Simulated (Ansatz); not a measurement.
# CsLiCr2Te2S3 (P1) in Ansatz: notebook

One crystal, CsLiCr2Te2S3, is run at these levels: PBE; tasks: band structure, projected density of states, electric field gradients.

All numbers are computed with Ansatz 0.2.0; they aren't measurements. Logs are shortened: lines on timing, memory, paths and dates and some standing lists are left out, and cuts for length are marked.

## Step 1: The structure

The typed cell holds 18 atoms: a = 3.675 Å, b = 6.258 Å, c = 18.879 Å, α = 89.93°, β = 89.72°, γ = 90.00°.

The cell was built by a generator and needn't be a form met in nature.

## Step 2: Band structure, PBE, collinear spin, ferromagnetic start

File input.yaml:

```yaml
crystal:
  lattice:
    - [3.67471, -0.00018, -0.00146]
    - [0.00068, 6.25849, 0.00267]
    - [0.0997, 0.01509, 18.87835]
  atoms:
    - { symbol: Cs, position: [0.00702, 0.99658, 0.60964] }
    - { symbol: Cs, position: [0.50622, 0.49563, 0.63737] }
    - { symbol: Li, position: [0.49757, 0.8329, 0.98554] }
    - { symbol: Li, position: [0.9976, 0.33501, 0.98513] }
    - { symbol: Cr, position: [0.9939, 0.00068, 0.13453], spin: 3.0 }
    - { symbol: Cr, position: [0.49393, 0.50024, 0.13461], spin: 3.0 }
    - { symbol: Cr, position: [0.00147, 0.6694, 0.83098], spin: 3.0 }
    - { symbol: Cr, position: [0.5014, 0.16737, 0.8334], spin: 3.0 }
    - { symbol: Te, position: [0.01027, 0.59621, 0.46271] }
    - { symbol: Te, position: [0.51068, 0.22697, 0.45459] }
    - { symbol: Te, position: [0.49158, 0.83669, 0.22777] }
    - { symbol: Te, position: [0.99165, 0.33648, 0.22784] }
    - { symbol: S, position: [0.99971, 0.99979, 0.90043] }
    - { symbol: S, position: [0.49974, 0.50461, 0.89926] }
    - { symbol: S, position: [0.99553, 0.66614, 0.07188] }
    - { symbol: S, position: [0.49551, 0.16656, 0.0716] }
    - { symbol: S, position: [0.50316, 0.84068, 0.76492] }
    - { symbol: S, position: [0.00305, 0.32804, 0.76778] }
hamiltonian:
  xc: pbe
  pseudopotentials: { kind: paw }
magnetization:
  spin_polarized: true
kpoints:
  mp_grid: { grid: [7, 5, 2] }
  band_path:
    path:
      - [[0.5, 0.0, 0.0], [0.0, 0.0, 0.0], [0.0, 0.5, 0.0]]
      - [[0.5, 0.5, 0.0], [0.0, 0.0, 0.0], [0.0, 0.0, 0.5]]
      - [[0.5, 0.0, 0.5], [0.0, 0.0, 0.0], [0.0, 0.5, 0.5]]
      - [[0.5, 0.5, 0.5], [0.0, 0.0, 0.0]]
    npoints: 10
scf:
  occupations: { method: fermi_dirac, width: 0.05 }
  n_extra_bands: 45
output:
  forces: true
  stress: true
  eigenvalues: true
  fatbands: true
```

Potentials or basis: Ansatz PAW.

The run is started by

```
$ ansatz run input.yaml --threads 8 --pin off --max-ram 20480MiB --backend cpu --events-out ev --progress --plain --runs-dir out
```

The program printed:

```text
Warning: RAYON_NUM_THREADS=8 ignored (pool sized by the plan → 8); use --threads N
scf.n_extra_bands = 45 over 90 filled bands (N_el = 180.0): the run solves 135 bands
Engine: ansatz 0.2.0, x86_64-unknown-linux-gnu
Pseudopotentials: kind: paw
Pseudopotential: Cs, paw, valence charge 9, recommended cutoff 420 eV (normal), Cs.paw.azcp
Pseudopotential: Li, paw, valence charge 3, recommended cutoff 420 eV (normal), Li.paw.azcp
Pseudopotential: Cr, paw, valence charge 14, recommended cutoff 420 eV (normal), Cr.paw.azcp
Pseudopotential: Te, paw, valence charge 16, recommended cutoff 420 eV (normal), Te.paw.azcp
Pseudopotential: S, paw, valence charge 6, recommended cutoff 420 eV (normal), S.paw.azcp
Functional definition: PBE
  parameter kappa = 0.804
  parameter beta = 0.06672455060314922
  exchange = pbe_x(kappa = kappa, mu = beta*pi^2/3)
  correlation = pbe_c(beta = beta)
Crystal: 18 atoms, lattice volume = 434.168 Å³
Basis set: ecut = 420 eV, 8461 PW (Γ), exchange–correlation on 50×90×256 points (8 copies of the dense FFT grid, shifted against one another)
Bands: 135, of which v1, the nominal top of the filled ones, is band 90 counted from 1 (89 counted from 0)
Symmetry: 1 space group operations
Space group: P1 (ITA 1), of the structure as read, at distance tolerance 7.6e-5 Å
Magnetic group: BNS 1.1 (UNI 1), of the structure as read, at distance tolerance 7.6e-5 Å
k-points: 36 of 70 (time reversal used)
Non-local potential: Cs, projectors of the file, l = 0: 3, l = 1: 2, l = 2: 2, l = 3: 2
Non-local potential: Li, projectors of the file, l = 0: 3, l = 1: 2, l = 2: 1
Non-local potential: Cr, projectors of the file, l = 0: 3, l = 1: 2, l = 2: 3, l = 3: 1
Non-local potential: Te, projectors of the file, l = 0: 2, l = 1: 2, l = 2: 2, l = 3: 2
Non-local potential: S, projectors of the file, l = 0: 2, l = 1: 2, l = 2: 2
PAW form: soft (Blöchl's): semilocal exchange-correlation on the pseudo side does not see the compensation charge
PAW one-centre angular grid: Cs, 194 points (default); XC on 64 Gauss nodes
PAW one-centre angular grid: Li, 110 points (default); XC on 64 Gauss nodes
PAW one-centre angular grid: Cr, 590 points (default); XC on 64 Gauss nodes
PAW one-centre angular grid: Te, 590 points (default); XC on 64 Gauss nodes
PAW one-centre angular grid: S, 110 points (default); XC on 64 Gauss nodes
[... 33 lines left out ...]
SCF 1 converged in 26 iterations: F = -58606.011378 eV  dr2 = 2.49e-8
NSCF: frozen V_eff on 74 k-points
SCF converged after 26 iterations
Magnetization: 11.4492 μB (95.7246 up, 84.2754 down)
Absolute magnetization: 13.5220 μB (∫|ρ↑−ρ↓|, with the PAW one-centre terms)
Spin contamination: 0.5146 ħ² per cell (⟨S²⟩ above its minimum at these occupations)
Per-site moments (μB) at R_I (Å): [(0.00253946157250402, 1.482356381369868), (-0.000789580224410309, 1.3350179059224287), (-0.005949065122149764, 1.0821871419482085), (-0.006821888505940598, 1.088758673798017), (2.6373985904066353, 0.9924522785414418), (2.634516263933349, 0.9919062780736093), (2.774983684943787, 1.0099067761469307), (2.740302721792198, 0.9983972432039409), (-0.0018415258044005907, 1.2193650290016458), (-0.0015298080880343694, 1.2193650290016458), (-0.14093963133350698, 1.131419037211061), (-0.14141222010434784, 1.1311071148115668), (-0.05398611077063816, 1.0105158525638267), (-0.05733485346194578, 1.0110034687699974), (-0.05803293956818314, 0.9924522785414418), (-0.05758052410042345, 0.9919062780736093), (-0.06429173126835283, 0.9983972432039409), (-0.06352831483275015, 1.003512618053162)]
Free energy (F): -58606.011378 eV
Harris-Foulkes:  -58606.011378 eV  (|F-HF|=1.72e-8)
Internal energy: -58605.981824 eV  (E = F + TS)
E sigma→0 (E₀):  -58605.996601 eV
Entropy (-TS):   -0.029554 eV (-1.642 meV/atom)
Fermi energy:    8.117479 eV
--- Per-component energies (eV) ---
  E_band       = -2441.908552
  E_kinetic    = 3059.903128
  E_local      = -21123.197306  (includes V_loc(G=0)·N_el)
  E_nonlocal   = -749.663464
  E_hartree    = 10444.258448
  E_xc         = -2007.409602
  E_vxc        = -1932.559599  (∫ρ·V_xc dr)
  E_paw        = -37215.846553  (= ΣΔE_a)
  E_vpaw       = -2584.913144  (= ΣTr[D̂ρ^β])
  E_aug_tail   = 0.000769  (compensation charges beyond the density's cutoff)
  E_ewald      = -11014.027243
  E_smearing   = -0.029554  (= −TS)
  E_closure    = -0.000000  (closes the sum)
  Σ components = -58606.011378   (vs F -58606.011378, Δ=0.00e0)
--- Forces (eV/Å), atoms counted from 1 ---
  atom   1  Cs    -0.00045121    -0.00431425     0.02879564
  atom   2  Cs     0.00005441     0.00177066     0.03870785
  atom   3  Li     0.00011335     0.00201938     0.02271726
  atom   4  Li     0.00005214     0.00205531     0.02222093
  atom   5  Cr     0.00036354     0.02546759     0.02324141
  atom   6  Cr     0.00046430     0.02553213     0.02284994
[... 10 lines left out ...]
  atom  17  S     -0.00077119    -0.00435568    -0.01675656
  atom  18  S     -0.00061387    -0.00219055    -0.01569418
  max |Σ_I F_I| component: 1.48e-4 eV/Å
--- Stress (GPa, compression-positive) ---
       -0.131021       0.000234      -0.002753
        0.000234       0.166983      -0.043575
       -0.002753      -0.043575      -0.019692
  P = ⅓ Tr σ = 0.0054 GPa (0.054 kbar)
--- Band table (eV; the first three rows and the last of 72) ---
  k-point 0 ↑: bands = ["-65.1619", "-65.1296", "-64.6225", "-64.6205", "-38.3057", "-38.2578", "-36.5155", "-36.5014", "-36.4987", "-36.4837", "-36.4702", "-36.4665", "-35.9937", "-35.9897", "-35.9851", "-35.9767", "-35.9763", "-35.9738", "-28.9384", "-28.9152", "-28.8792", "-28.8364", "-28.7390", "-28.7071", "-28.6897", "-28.6636", "-28.6587", "-28.6154", "-28.3439", "-28.3437", "-28.3422", "-28.3297", "-28.2847", "-28.2801", "-28.2767", "-28.2750", "-28.2575", "-28.2499", "-15.5196", "-14.9616", "-5.9947", "-5.5050", "-4.6790", "-4.6461", "-4.5866", "-4.4803", "-4.4371", "-3.4578", "-3.4501", "-2.0887", "-2.0424", "-1.7722", "-1.6009", "-1.3909", "-0.9416", "-0.9053", "2.1923", "2.4722", "2.7224", "3.1750", "3.3661", "3.6128", "4.0560", "4.1131", "4.2099", "4.4002", "4.4016", "4.6374", "4.6469", "4.7078", "4.9303", "5.0286", "5.2028", "5.4136", "5.9957", "6.1070", "6.2241", "6.2575", "6.3720", "6.6441", "6.6451", "6.6493", "6.6602", "6.7051", "6.7636", "6.8206", "6.8665", "6.9712", "6.9758", "7.0631", "7.1675", "7.2352", "7.3202", "7.6818", "8.4405", "8.5480", "8.8802", "9.2973", "9.3497", "9.4283", "9.6442", "9.6710", "9.8479", "9.9329", "10.0564", "10.0699", "10.7243", "10.7829", "11.2479", "11.8582", "11.9873", "12.1478", "12.2108", "12.2319", "12.5002", "12.5695", "12.6044", "13.1711", "13.5168", "13.5656", "13.8555", "13.8868", "13.9465", "14.1817", "14.3347", "14.3930", "14.5888", "14.6469", "14.7503", "14.9589", "15.0227", "15.0270", "15.1240", "15.3681", "15.7737"]
  k-point 1 ↑: bands = ["-65.1619", "-65.1296", "-64.6225", "-64.6205", "-38.3057", "-38.2578", "-36.5155", "-36.5014", "-36.4987", "-36.4837", "-36.4702", "-36.4665", "-35.9937", "-35.9897", "-35.9851", "-35.9767", "-35.9763", "-35.9738", "-28.9384", "-28.9152", "-28.8792", "-28.8364", "-28.7390", "-28.7071", "-28.6897", "-28.6636", "-28.6587", "-28.6154", "-28.3439", "-28.3437", "-28.3422", "-28.3297", "-28.2847", "-28.2801", "-28.2767", "-28.2750", "-28.2575", "-28.2499", "-15.5196", "-14.9616", "-5.9948", "-5.5047", "-4.6803", "-4.6477", "-4.5866", "-4.4771", "-4.4371", "-3.4587", "-3.4502", "-2.0888", "-2.0422", "-1.7719", "-1.6009", "-1.3910", "-0.9416", "-0.9053", "2.1928", "2.4716", "2.7071", "3.1742", "3.3991", "3.6112", "4.0560", "4.1133", "4.2308", "4.3887", "4.4016", "4.6374", "4.6469", "4.7078", "4.9238", "4.9478", "5.2028", "5.4148", "6.0851", "6.1839", "6.2241", "6.2577", "6.3866", "6.5133", "6.6453", "6.6493", "6.6602", "6.7046", "6.7657", "6.8190", "6.8665", "6.9719", "6.9883", "7.0631", "7.1702", "7.2350", "7.3193", "7.6698", "8.4405", "8.5480", "8.8807", "9.2963", "9.3527", "9.4290", "9.6442", "9.6708", "9.8746", "9.9172", "10.0525", "10.0728", "10.7243", "10.7828", "11.2110", "11.8525", "12.0133", "12.1278", "12.2318", "12.2985", "12.3724", "12.6426", "12.8281", "13.0042", "13.4037", "13.5433", "13.7309", "13.8647", "14.1900", "14.2014", "14.3050", "14.3904", "14.4525", "14.6244", "14.8045", "15.0117", "15.0312", "15.0854", "15.1104", "15.4926", "15.7357"]
  k-point 2 ↑: bands = ["-65.1619", "-65.1297", "-64.6224", "-64.6206", "-38.3057", "-38.2578", "-36.5155", "-36.5006", "-36.4987", "-36.4838", "-36.4703", "-36.4673", "-35.9921", "-35.9893", "-35.9855", "-35.9784", "-35.9761", "-35.9739", "-28.9383", "-28.9153", "-28.8792", "-28.8365", "-28.7389", "-28.7071", "-28.6897", "-28.6636", "-28.6587", "-28.6155", "-28.3436", "-28.3426", "-28.3421", "-28.3311", "-28.2844", "-28.2805", "-28.2767", "-28.2750", "-28.2568", "-28.2506", "-15.4864", "-15.0020", "-5.9022", "-5.4247", "-4.8766", "-4.6688", "-4.6222", "-4.4572", "-4.3988", "-3.3672", "-3.2696", "-2.2888", "-2.2007", "-1.7362", "-1.5525", "-1.3924", "-1.1919", "-0.9652", "2.4455", "2.7496", "2.8204", "3.2209", "3.4573", "3.7667", "3.9408", "4.0976", "4.2881", "4.4056", "4.4411", "4.5754", "4.6545", "4.6642", "4.8420", "5.0895", "5.1939", "5.5726", "5.8549", "5.9708", "6.1620", "6.2203", "6.4136", "6.5259", "6.5654", "6.5851", "6.5971", "6.7114", "6.7537", "6.8005", "6.9222", "7.0227", "7.0973", "7.1080", "7.2530", "7.4539", "7.4666", "7.4975", "8.4051", "8.4156", "8.9719", "9.1582", "9.2720", "9.3559", "9.4131", "9.5600", "9.7070", "9.7882", "9.9682", "10.0710", "10.0728", "10.5567", "11.2867", "11.7599", "12.0839", "12.2493", "12.4266", "12.4797", "12.7032", "12.9172", "13.0213", "13.1250", "13.2694", "13.5895", "13.9882", "14.0161", "14.0882", "14.2156", "14.4367", "14.5796", "14.6447", "14.8444", "15.0364", "15.1662", "15.1698", "15.2209", "15.2981", "15.5547", "15.7381"]
  k-point 35 ↓: bands = ["-62.1311", "-62.1210", "-61.7238", "-61.7231", "-38.3083", "-38.2599", "-33.5441", "-33.5411", "-33.5275", "-33.5154", "-33.5049", "-33.4919", "-33.1712", "-33.1708", "-33.1269", "-33.1238", "-33.1075", "-33.1038", "-28.9204", "-28.9075", "-28.8756", "-28.8631", "-28.7358", "-28.7165", "-28.6867", "-28.6668", "-28.6427", "-28.6188", "-28.3761", "-28.3739", "-28.3670", "-28.3659", "-28.3127", "-28.3110", "-28.3088", "-28.3075", "-28.2822", "-28.2801", "-15.1818", "-14.8641", "-4.9983", "-4.7513", "-4.6812", "-4.5831", "-4.4513", "-4.4313", "-3.3810", "-3.1950", "-2.7898", "-2.5200", "-2.2106", "-2.1696", "-2.0570", "-1.7165", "-1.6603", "-1.5064", "2.7913", "2.9924", "3.0447", "3.2385", "3.4133", "3.4699", "3.7432", "3.8168", "4.0126", "4.2161", "4.2849", "4.4601", "4.5504", "4.8010", "4.8389", "4.9655", "5.1413", "5.1614", "5.3878", "5.4151", "5.5038", "5.8720", "6.0063", "6.2783", "6.3842", "6.5531", "6.8227", "6.8717", "7.4764", "8.4647", "9.0112", "9.1736", "9.3661", "9.5232", "9.6551", "9.6893", "9.7708", "9.8544", "9.9223", "9.9558", "9.9851", "10.1829", "10.2530", "10.2759", "10.3913", "10.4483", "10.4904", "10.5439", "10.6325", "10.7252", "11.0078", "11.0736", "11.5334", "11.8387", "12.0292", "12.5771", "12.9778", "13.0879", "13.1864", "13.3539", "13.6040", "13.7312", "14.0212", "14.1630", "14.3204", "14.4225", "14.6333", "14.7041", "14.9379", "15.1332", "15.1895", "15.3276", "15.4815", "15.5244", "15.5780", "15.7384", "15.9049", "15.9842", "16.1051"]
```

Run time: 3.2 min. Hardware: 8 threads of Intel Xeon 6975P-C (Granite Rapids), shared host; peak memory 5.9 GiB.

Results:

```yaml
Free_energy: -58606.0114 eV
Pressure: 0.0 GPa
Largest_force: 0.064 eV/Å
Band_gap_on_the_k_mesh: none (metal or under the smearing width)
Net_moment: 11.45 μB per cell
Absolute_moment: 13.52 μB per cell
Site_moments: Cs +0.00, -0.00; Li -0.01; Cr +2.64, +2.63, +2.77, +2.74; Te -0.00, -0.14; S -0.05, -0.06 μB
```

Forces on the atoms (eV/Å):
```
Cs   0.000 -0.004  0.029
Cs   0.000  0.002  0.039
Li   0.000  0.002  0.023
Li   0.000  0.002  0.022
Cr   0.000  0.025  0.023
Cr   0.000  0.026  0.023
Cr   0.000  0.001  0.004
Cr   0.000  0.000  0.006
Te   0.000 -0.059 -0.016
Te  -0.001  0.061 -0.018
Te   0.001 -0.027 -0.021
Te   0.000 -0.026 -0.023
S    0.000  0.002 -0.016
S    0.000  0.003 -0.015
S    0.000  0.000 -0.013
S    0.000  0.000 -0.013
S   -0.001 -0.004 -0.017
S   -0.001 -0.002 -0.016
```

Levels at the corners of the path, in eV from the Fermi level:
Spin up:
| point | band 92 | band 93 | band 94 | band 95 | band 96 | band 97 |
| --- | --- | --- | --- | --- | --- | --- |
| X | -0.96 | -0.92 | -0.92 | -0.67 | -0.54 | -0.40 |
| Γ | -0.88 | -0.80 | -0.44 | 0.32 | 0.43 | 0.76 |
| Y | -0.83 | -0.27 | -0.25 | -0.06 | -0.06 | -0.04 |
| L | -1.30 | -0.87 | -0.87 | -0.82 | -0.81 | 0.63 |
| Γ | -0.88 | -0.80 | -0.44 | 0.32 | 0.43 | 0.76 |
| Z | -0.88 | -0.80 | -0.45 | 0.32 | 0.43 | 0.76 |
| N | -0.96 | -0.92 | -0.92 | -0.67 | -0.54 | -0.40 |
| Γ | -0.88 | -0.80 | -0.44 | 0.32 | 0.43 | 0.76 |
| M | -0.83 | -0.26 | -0.24 | -0.06 | -0.06 | -0.05 |
| R | -1.30 | -0.87 | -0.87 | -0.82 | -0.81 | 0.63 |
| Γ | -0.88 | -0.80 | -0.44 | 0.32 | 0.43 | 0.76 |
Spin down:
```
point  band 81  band 82  band 83  band 84  band 85  band 86  band 87  band 88
    X    -1.73    -1.68    -1.49    -1.43    -0.67    -0.55     1.19     1.29
    Γ    -1.03    -0.95     0.41     0.60     0.74     0.86     0.89     0.96
    Y    -0.96    -0.95    -0.52    -0.52    -0.04     0.80     0.85     1.15
    L    -1.46    -1.44    -0.86    -0.86     0.40     0.44     0.67     0.71
    Γ    -1.03    -0.95     0.41     0.60     0.74     0.86     0.89     0.96
    Z    -1.03    -0.94     0.40     0.60     0.74     0.87     0.89     0.96
    N    -1.73    -1.68    -1.50    -1.44    -0.66    -0.55     1.19     1.29
    Γ    -1.03    -0.95     0.41     0.60     0.74     0.86     0.89     0.96
    M    -0.96    -0.95    -0.52    -0.52    -0.05     0.80     0.85     1.15
    R    -1.45    -1.43    -0.86    -0.86     0.39     0.43     0.68     0.71
    Γ    -1.03    -0.95     0.41     0.60     0.74     0.86     0.89     0.96
```

Caveat: spin-orbit coupling is left out, which moves the levels of the heavy elements; only a ferromagnetic start was run, and an antiferromagnetic order may lie lower in energy.

[end of part 1 of 2]
